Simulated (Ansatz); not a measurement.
# Si2Mo: relaxing the structure by PAW and LAPW

Aim: relax Si2Mo (cell and atoms relaxed from 0.97 times the given volume) with PAW and LAPW. Both runs start alike, so that frozen cores can be judged against all electrons.

Program: Ansatz 0.2.0. Level of theory: DFT LDA, scalar-relativistic. These are calculated values, not measurements.

### 1 The starting structure

Symmetry: I4/mmm, No. 139, tetragonal system. The conventional cell has a = 3.168 Å, b = 3.168 Å, c = 7.782 Å, α = 90.00°, β = 90.00°, γ = 90.00°. Si (site symmetry 4mm) has 5 Si at 2.59 to 2.60 Å and 5 Mo at 2.59 Å as nearest neighbours. Around Mo (site symmetry 4/mmm) lie 10 Si at 2.59 Å.

As a file:

```cif
data_structure
_symmetry_space_group_name_H-M 'I4/mmm'
_symmetry_Int_Tables_number 139
_cell_length_a 3.1677
_cell_length_b 3.1677
_cell_length_c 7.7816
_cell_angle_alpha 90.000
_cell_angle_beta 90.000
_cell_angle_gamma 90.000
_cell_volume 78.08
loop_
_atom_site_label
_atom_site_type_symbol
_atom_site_symmetry_multiplicity
_atom_site_Wyckoff_symbol
_atom_site_fract_x
_atom_site_fract_y
_atom_site_fract_z
_atom_site_occupancy
Si1 Si 4 e 0.00000 0.00000 0.33300 1
Mo1 Mo 2 a 0.00000 0.00000 0.00000 1
```

The file gives the conventional cell by its symmetry; the runs use the cell typed in the input.

Atoms are numbered in the order of the input: Si1, Si2, Mo3.

### 2 PAW on the default files

File input.yaml:

```yaml
crystal:
  lattice:
    - [-1.5838372788, 1.5838372788, 3.8907952652]
    - [1.5838372788, -1.5838372788, 3.8907952652]
    - [1.5838372788, 1.5838372788, -3.8907952652]
  atoms:
    - { symbol: Si, position: [0.333, 0.333, 0.0] }
    - { symbol: Si, position: [0.667, 0.667, 0.0] }
    - { symbol: Mo, position: [0.0, 0.0, 0.0] }
kpoints:
  mp_grid: { grid: [14, 14, 14] }
scf:
  occupations: { method: fermi_dirac, width: 0.05 }
hamiltonian:
  xc: lda
  pseudopotentials: { kind: paw }
output:
  forces: true
  stress: true
  efg: { contact_densities: true }
relax:
  f_tol: 0.005
  max_steps: 80
  cell: {}
```

The run is started by

```sh
$ ansatz run input.yaml --threads 1 --pin off --max-ram 3072MiB --backend cpu --events-out ev --progress --plain --runs-dir out
```

### 4 LAPW, all electrons

Changes to input.yaml since step 2:

```diff
@@ -15,3 +15,3 @@
   xc: lda
-  pseudopotentials: { kind: paw }
+  pseudopotentials: { kind: all_electron, lapw: { basis_error: 0.001 } }
 output:
@@ -19,3 +19,2 @@
   stress: true
-  efg: { contact_densities: true }
 relax:
```

(Steps that only read results are left out.)

Q: Predict the outcome of this session. Wanted: PAW: cell; PAW: volume; PAW: energy gained; PAW: accepted moves; PAW: space group; LAPW: cell; LAPW: volume; LAPW: energy gained; LAPW: accepted moves.

The runs gave:

| quantity | value |
| --- | --- |
| PAW: cell | a = 4.490 Å, b = 4.490 Å, c = 4.490 Å, α = 138.60°, β = 138.60°, γ = 59.98° |
| PAW: volume | 13.061 Å³/atom |
| PAW: energy gained | 2.1 meV/atom |
| PAW: accepted moves | 3 |
| PAW: space group | I4/mmm → I4/mmm |
| LAPW: cell | a = 4.491 Å, b = 4.491 Å, c = 4.491 Å, α = 138.60°, β = 138.60°, γ = 59.99° |
| LAPW: volume | 13.065 Å³/atom |
| LAPW: energy gained | 2.1 meV/atom |
| LAPW: accepted moves | 3 |
| LAPW: space group | I4/mmm → I4/mmm |

What this shows: By PAW the volume changes by +0.4 % in 3 moves, and the energy falls by 2.1 meV/atom. PAW's final volume lies -0.03 % from LAPW's, and its energy gain differs from LAPW's by less than 0.1 meV/atom. LAPW took about 8 times as long as PAW (3.6 min against 28 s, on a shared host and with the outputs that each input asks for).
